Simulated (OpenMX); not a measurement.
# HPbNO4 (P1) in OpenMX: further runs, part 2 of 2

OpenMX 3.8.5. Earlier steps stand in the parts before.

## 6. Single point, PBE, 16.94 Å³/atom (volume scaled by 0.96)

HPbNO4.dat

```
System.CurrrentDirectory             ./
System.Name                          HPbNO4
DATA.PATH                            ./DFT_DATA13
level.of.stdout                      1
level.of.fileout                     0
Species.Number                       4
<Definition.of.Atomic.Species
  H   H5.0-s2                H_PBE13
  Pb  Pb8.0-s3p2d2           Pb_PBE13
  N   N6.0-s2p2              N_PBE13
  O   O6.0-s2p2              O_PBE13
Definition.of.Atomic.Species>

Atoms.Number                         7
Atoms.SpeciesAndCoordinates.Unit     FRAC
<Atoms.SpeciesAndCoordinates
    1  H     0.1091300000    0.6571800000    0.5446300000   0.500  0.500
    2  Pb    0.6102900000    0.5212700000    0.1510000000   7.000  7.000
    3  N     0.9158000000    0.9626300000    0.9586700000   2.500  2.500
    4  O     0.0138400000    0.1363900000    0.8808400000   3.000  3.000
    5  O     0.7239800000    0.0105700000    0.1285800000   3.000  3.000
    6  O     0.0038900000    0.7373200000    0.8704300000   3.000  3.000
    7  O     0.1192700000    0.5932400000    0.3765100000   3.000  3.000
Atoms.SpeciesAndCoordinates>

Atoms.UnitVectors.Unit               Ang
<Atoms.UnitVectors
     3.8019519932    0.1418959779    0.0889020129
    -0.2497779589    5.4522819242    0.1624839163
    -0.4754560934   -1.9011535639    5.6429398473
Atoms.UnitVectors>

scf.XcType                           GGA-PBE
scf.SpinPolarization                 off
scf.ElectronicTemperature            580.226
scf.maxIter                          100
scf.EigenvalueSolver                 band
scf.Kgrid                            7 5 5
scf.Mixing.Type                      rmm-diisk
scf.Init.Mixing.Weight               0.05
scf.Min.Mixing.Weight                0.001
scf.Max.Mixing.Weight                0.3
scf.Mixing.History                   25
scf.Mixing.StartPulay                8
scf.criterion                        1.0e-8
MD.Type                              nomd
scf.Ngrid                            50 72 80
scf.energycutoff                     500.0
```

Potentials or basis: OpenMX 2013 PBE set, H5.0-s2, Pb8.0-s3p2d2, N6.0-s2p2, O6.0-s2p2, fixed grid of 50 × 72 × 80 points.

Started as:

```sh
$ openmx HPbNO4.dat -nt 1 > HPbNO4.std
```

Wall time 2.4 min (1 thread of AMD EPYC 7R13 (Zen 3), shared host); peak memory 1.7 GiB.

It converged, with:

* Free energy: -3821.4646 eV
* Largest force: 6.977 eV/Å
* Band gap on the k mesh: 2.89 eV, indirect (least direct gap 2.89 eV)
* Mulliken charges: H +0.46; Pb +0.60; N +0.65; O -0.36, -0.38, -0.62 e

Caveat: the basis has few d functions beyond the semicore shells, which can make volumes several per cent too large; Mulliken charges move with the basis; spin-orbit coupling is left out, which as a rule narrows the gap of such compounds by several tenths of an eV; an odd mesh through Γ misses points on the zone boundary, where band edges often lie; the basis of atomic orbitals isn't converged, which shifts pressures, moduli and gaps; forces of over 1 eV/Å show positions far from the minimum, so gaps and moduli don't describe the material at rest.

## 7. Single point, PBE, 18.36 Å³/atom (volume scaled by 1.04)

HPbNO4.dat: that of step 6 with these lines changed.

```diff
@@ -27,5 +27,5 @@
 <Atoms.UnitVectors
-     3.8019519932    0.1418959779    0.0889020129
-    -0.2497779589    5.4522819242    0.1624839163
-    -0.4754560934   -1.9011535639    5.6429398473
+     3.9047568687    0.1457328486    0.0913059255
+    -0.2565319610    5.5997117617    0.1668774854
+    -0.4883124379   -1.9525608030    5.7955250797
 Atoms.UnitVectors>
```

Started as:

```sh
$ openmx HPbNO4.dat -nt 1 > HPbNO4.std
```

Run time: 2.1 min. Hardware: 1 thread of AMD EPYC 7R13 (Zen 3), shared host; peak memory 1.6 GiB.

The run converged. Its results:

| Item | Value |
| --- | --- |
| Free energy | -3822.0562 eV |
| Largest force | 4.386 eV/Å |
| Band gap on the k mesh | 2.85 eV, indirect (least direct gap 2.85 eV) |
| Mulliken charges | H +0.44; Pb +0.63; N +0.61; O -0.36, -0.35, -0.37, -0.61 e |

Caveat: the basis has few d functions beyond the semicore shells, which can make volumes several per cent too large; Mulliken charges move with the basis; spin-orbit coupling is left out, which as a rule narrows the gap of such compounds by several tenths of an eV; an odd mesh through Γ misses points on the zone boundary, where band edges often lie; the basis of atomic orbitals isn't converged, which shifts pressures, moduli and gaps; forces of over 1 eV/Å show positions far from the minimum, so gaps and moduli don't describe the material at rest.

## 8. Single point, PBE, 16.59 Å³/atom (volume scaled by 0.94)

HPbNO4.dat: that of step 7 with these lines changed.

```diff
@@ -27,5 +27,5 @@
 <Atoms.UnitVectors
-     3.9047568687    0.1457328486    0.0913059255
-    -0.2565319610    5.5997117617    0.1668774854
-    -0.4883124379   -1.9525608030    5.7955250797
+     3.7753640464    0.1409036659    0.0882803001
+    -0.2480312027    5.4141528311    0.1613476280
+    -0.4721311168   -1.8878583487    5.6034774384
 Atoms.UnitVectors>
```

Started as:

```sh
$ openmx HPbNO4.dat -nt 1 > HPbNO4.std
```

It took 1.9 min on 1 thread of AMD EPYC 7R13 (Zen 3), shared host; peak memory 1.7 GiB.

It converged, with:

- Free energy: -3821.2388 eV
- Largest force: 7.737 eV/Å
- Band gap on the k mesh: 2.89 eV, indirect (least direct gap 2.90 eV)
- Mulliken charges: H +0.46; Pb +0.60; N +0.66; O -0.37, -0.36, -0.38, -0.62 e

Caveat: the basis has few d functions beyond the semicore shells, which can make volumes several per cent too large; Mulliken charges move with the basis; spin-orbit coupling is left out, which as a rule narrows the gap of such compounds by several tenths of an eV; an odd mesh through Γ misses points on the zone boundary, where band edges often lie; the basis of atomic orbitals isn't converged, which shifts pressures, moduli and gaps; forces of over 1 eV/Å show positions far from the minimum, so gaps and moduli don't describe the material at rest.

## 9. Single point, PBE, 18.71 Å³/atom (volume scaled by 1.06)

HPbNO4.dat: that of step 8 with these lines changed.

```diff
@@ -27,5 +27,5 @@
 <Atoms.UnitVectors
-     3.7753640464    0.1409036659    0.0882803001
-    -0.2480312027    5.4141528311    0.1613476280
-    -0.4721311168   -1.8878583487    5.6034774384
+     3.9296286021    0.1466611084    0.0918875076
+    -0.2581659666    5.6353796773    0.1679404280
+    -0.4914227920   -1.9649978314    5.8324402475
 Atoms.UnitVectors>
```

Potentials or basis: OpenMX 2013 PBE set, H5.0-s2, Pb8.0-s3p2d2, N6.0-s2p2, O6.0-s2p2, fixed grid of 50 × 72 × 80 points.

Started as:

```sh
$ openmx HPbNO4.dat -nt 1 > HPbNO4.std
```

Wall time 96 s (1 thread of AMD EPYC 7R13 (Zen 3), shared host); peak memory 1.6 GiB.

Results (log left out):

| Quantity | Value |
| --- | --- |
| Free energy | -3822.1391 eV |
| Largest force | 3.835 eV/Å |
| Band gap on the k mesh | 2.83 eV, indirect (least direct gap 2.84 eV) |
| Mulliken charges | H +0.44; Pb +0.64; N +0.60; O -0.35, -0.34, -0.37, -0.61 e |

Caveat: the basis has few d functions beyond the semicore shells, which can make volumes several per cent too large; Mulliken charges move with the basis; spin-orbit coupling is left out, which as a rule narrows the gap of such compounds by several tenths of an eV; an odd mesh through Γ misses points on the zone boundary, where band edges often lie; the basis of atomic orbitals isn't converged, which shifts pressures, moduli and gaps; forces of over 1 eV/Å show positions far from the minimum, so gaps and moduli don't describe the material at rest.

## 10. Equation of state, PBE

No new run: the results of the series are fitted here.

It converged, with:

* Equilibrium volume: 20.09 Å³/atom (rough: see the caveat)
* Bulk modulus at fixed shape and positions: 57 GPa (rough)

Energy against volume, from the lowest point:
```
volume (Å³/atom)  energy (meV/atom)
          16.591             128.61
          16.944              96.36
          17.297              68.97
          17.650              46.00
          18.003              27.07
          18.356              11.84
          18.709               0.00
```

Caveat: the basis has few d functions beyond the semicore shells, which can make volumes several per cent too large; the minimum lies outside the volumes run; volumes in these bases differ from converged ones by about 1 %, for some elements by several; the cell was scaled at fixed shape and fractional positions, which overstates the stiffness of a crystal with free parameters, most of all of layers and chains; the basis of atomic orbitals isn't converged, which shifts pressures, moduli and gaps.

## 11. The reference run

An earlier run on the cell as given: functional PBE; potentials or basis OpenMX 2013 PBE set, H6.0-s2p1, Pb8.0-s3p2d2f1, N6.0-s2p2d1, O6.0-s2p2d1, grid cutoff 500 Ry; k mesh 7 × 5 × 5; occupations fermi-dirac, width 0.05 eV; no spin polarisation.

- Pressure: 1.8 GPa
- Largest force: 1.201 eV/Å
- Band gap on the k mesh: 3.27 eV, indirect (least direct gap 3.29 eV)
- Mulliken charges: H +0.25; Pb +0.69; N +0.68; O -0.36, -0.55 e

## 12. Overview

```csv
task,potentials or basis,max SCF cycles,"grid points, held for all volumes",gap on the mesh (eV),pressure (GPa),largest force (eV/Å)
band structure,"OpenMX 2013 PBE set, H5.0-s2, Pb8.0-s3p2d2, N6.0-s2p2, O6.0-s2p2, grid cutoff 500 Ry",100,-,2.87,9.5,5.60
equation of state,"OpenMX 2013 PBE set, H5.0-s2, Pb8.0-s3p2d2, N6.0-s2p2, O6.0-s2p2, fixed grid of 50 × 72 × 80 points",-,50 × 72 × 80,-,-,-
single point,"OpenMX 2013 PBE set, H6.0-s2p1, Pb8.0-s3p2d2f1, N6.0-s2p2d1, O6.0-s2p2d1, grid cutoff 500 Ry",100,-,3.27,1.8,1.20
```

Alike in all rows: level PBE; no spin polarisation; cell as given; k mesh 7 × 5 × 5; smearing fermi-dirac 0.05 eV.

Caveats: the basis has few d functions beyond the semicore shells, which can make volumes several per cent too large; the basis of atomic orbitals isn't converged, which shifts pressures, moduli and gaps; spin-orbit coupling is left out, which as a rule narrows the gap of such compounds by several tenths of an eV (some runs); forces of over 1 eV/Å show positions far from the minimum, so gaps and moduli don't describe the material at rest (some runs); the minimum lies outside the volumes run (some runs); volumes in these bases differ from converged ones by about 1 %, for some elements by several (some runs); the cell was scaled at fixed shape and fractional positions, which overstates the stiffness of a crystal with free parameters, most of all of layers and chains (some runs).

Total energies depend on the potentials used, so only differences within one code and one set of settings carry meaning.
